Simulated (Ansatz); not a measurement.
# In3As in Ansatz: the effect of functional

Crystal: In3As.

```
CELL_PARAMETERS angstrom
4.64033 0.00000 0.00000
0.00000 4.64033 0.00000
0.00000 0.00000 4.64033
ATOMIC_POSITIONS crystal
In 0.50000 0.50000 0.00000
In 0.50000 0.00000 0.50000
In 0.00000 0.50000 0.50000
As 0.00000 0.00000 0.00000
```

The cell comes from a database or a generator and needn't be the stable form of this composition.

The cell isn't the ideal one: volume scaled by 0.98.

Alike in all runs:

```yaml
Program: Ansatz 0.2.0
Task: single point
Potentials_or_basis: Ansatz PAW
k_mesh: 6 × 6 × 6
Occupations: fermi-dirac, width 0.05 eV
Spin: no spin polarisation
```

```tsv
functional	cutoff	pressure (GPa)
LDA	420 eV (not typed: the program's choice for these potentials)	-3.1
r2SCAN	500 eV (not typed: the program's choice for these potentials)	?
PBE	420 eV (not typed: the program's choice for these potentials)	1.5
```

Problem. What does the run with functional r2SCAN give?

Solution. Pressure 0.0 GPa.

Caveats: the PAW data sets come from PBE, with cores solved anew for the run's functional, which leaves a small shift of forces and pressure (some runs).
